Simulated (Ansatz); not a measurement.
ScRu3:

```xyz
4
Lattice="3.9384 0.0000 0.0000 0.0000 3.9384 0.0000 0.0000 0.0000 3.9384" Properties=species:S:1:pos:R:3 pbc="T T T"
Ru    1.9692    1.9692    0.0000
Ru    1.9692    0.0000    1.9692
Ru    0.0000    1.9692    1.9692
Sc    0.0000    0.0000    0.0000
```

The cell comes from a database or a generator and needn't be the stable form of this composition.

- Program: Ansatz 0.2.0
- Task: relaxation of cell and atoms
- Functional: PBEsol
- Dispersion: D3(BJ)
- Potentials or basis: Ansatz PAW
- Cutoff: 420 eV (not typed: the program's choice for these potentials)
- k mesh: 7 × 7 × 7
- Occupations: fermi-dirac, width 0.05 eV
- Spin: no spin polarisation

At the start: volume 15.27 Å³/atom.

Q: How do energy, volume and symmetry change on relaxing?

A: It ends after 5 steps and the volume is 14.17 Å³/atom (-7.2 %); space group Pm-3m (No. 221, to 0.05 Å).

Step by step:
| step | energy change (eV) | largest force (eV/Å) | volume (Å³) |
| --- | --- | --- | --- |
| 1 | 0.0000 | 0.0000 | 61.09 |
| 2 | -0.2240 | 0.0000 | 57.22 |
| 3 | -0.2280 | 0.0000 | 56.59 |
| 4 | -0.2280 | 0.0000 | 56.67 |
| 5 | -0.2269 | 0.0000 | 56.67 |

Final structure:
```
Ru Sc
1.0
     3.84105    0.00000    0.00000
     0.00000    3.84105    0.00000
     0.00000    0.00000    3.84105
Ru Sc
3 1
Direct
  0.50000 0.50000 0.00000
  0.50000 0.00000 0.50000
  0.00000 0.50000 0.50000
  0.00000 0.00000 0.00000
```

Caveat: the plane-wave basis is chosen anew once the cell has moved, so the energies of steps on either side of that aren't comparable; pairwise dispersion overbinds metals, which lowers pressure and volume; the PAW data sets come from PBE, with cores solved anew for the run's functional, which leaves a small shift of forces and pressure.
